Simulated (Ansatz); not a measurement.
**AsH (triplet): from Hartree-Fock to the top rungs at distance As1–H2 = 2.854 Å, aug-cc-pVDZ**

How much of the correlation energy of AsH (triplet) does each wave-function method recover here?

The runs use Ansatz 0.2.0, Gaussian basis; aug-cc-pVDZ, core rule «outside noble gas», up to 14 orbitals frozen.

To be run: UHF; CCSD(T) on ROHF; CCSD(T) on UHF; BCCD(T) on ROHF; CISD; CCSDT(Q) on ROHF; CCSDT(Q) on UHF; CASSCF and MRCISD+Q, 4 electrons in 4 orbitals; CASSCF and NEVPT2, 4 electrons in 4 orbitals; CASSCF and MRCISD+Q, 6 electrons in 5 orbitals; CASSCF and NEVPT2, 6 electrons in 5 orbitals; Full CI.

14 further runs of the same task are left out: 1 for a known fault of the program, 9 that didn't finish, 4 set aside as unsound or not needed.

### Step 1. What is computed

The geometry derives from a PBE0/def2-TZVP stationary point (not a proven minimum). One bond is set to the value named and the two fragments are kept rigid. No spin-orbit coupling is included. The filled d shell of As may be among the frozen orbitals whatever the setting's name suggests; the logs give the count.

2 atoms, charge 0, spin multiplicity 3.

Atoms are counted from 1 here; the program's logs count them from 0.

No contacts short enough for the rule that draws bonds.

### Step 2. UHF

The input, in.yaml:

```yaml
crystal:
  periodic: [false, false, false]
  atoms:
    - {symbol: As, position_ang: [0.000000, 0.000000, 0.000000]}
    - {symbol: H, position_ang: [0.000000, 0.000000, 2.854000]}
basis:
  gaussian: {orbitals: aug-cc-pVDZ}
magnetization: {spin_polarized: true, initial_magnetization: 2}
hamiltonian: {xc: hf}
output: {orbitals: {seedname: orbitals}}
```

The run is started by

```bash
$ ansatz run in.yaml --threads 1 --pin off --events-out ev --progress --plain --max-ram 2393MiB
```

The runs that follow: CCSD(T) on ROHF; CCSD(T) on UHF; BCCD(T) on ROHF; CISD; CCSDT(Q) on ROHF; CCSDT(Q) on UHF; CASSCF and MRCISD+Q, 4 electrons in 4 orbitals; CASSCF and NEVPT2, 4 electrons in 4 orbitals; CASSCF and MRCISD+Q, 6 electrons in 5 orbitals; CASSCF and NEVPT2, 6 electrons in 5 orbitals; Full CI.

**Question.** What will the summary of the whole plan be? Wanted: FCI below the RHF energy; RMP2 from FCI; UMP2 from FCI; RCCSD from FCI; RCCSD(T) from FCI; UCCSD(T) from FCI; RCCSDT(Q) from FCI; UCCSDT(Q) from FCI; NEVPT2 pair from FCI.

As calculated:

```
                         quantity                                                                  value
         FCI below the RHF energy                                                             -4.4225 eV
                    RMP2 from FCI                                                            +1673.5 meV
                    UMP2 from FCI                                                             +603.1 meV
                   RCCSD from FCI                                                             +227.7 meV
                RCCSD(T) from FCI                                                              +48.0 meV
                UCCSD(T) from FCI                                                              +64.1 meV
               RCCSDT(Q) from FCI                                                               +0.1 meV
               UCCSDT(Q) from FCI                                                               -7.8 meV
             NEVPT2 pair from FCI                                                             +453.2 meV
           MRCISD+Q pair from FCI                                                              -29.8 meV
          NEVPT2 valence from FCI                                                             +467.6 meV
levels within 1 kcal/mol (43 meV)  RCCSDT, UCCSDT, RCCSDT(Q), UCCSDT(Q), MRCISD+Q pair, MRCISD+Q valence
                    T1 diagnostic                                                                  0.170
   effectively unpaired electrons                                                                   3.23
```

RCCSD(T) lands +48.0 meV from the yardstick (1.1 % of the correlation energy). UCCSDT(Q), MRCISD+Q pair, MRCISD+Q valence fall below full CI: unrestricted runs freeze a spin-polarised core, another one than full CI's, and coupled cluster isn't variational. With 3.2 effectively unpaired electrons against 2 the state is strongly multireference. Coupled cluster on one determinant still stays close here. Of the multireference levels listed MRCISD+Q pair comes nearest in total energy (-29.8 meV), which doesn't show that its space is the better one. These misses are within one basis, not against nature; the frozen cores of restricted and unrestricted runs differ, which can shift their rows.
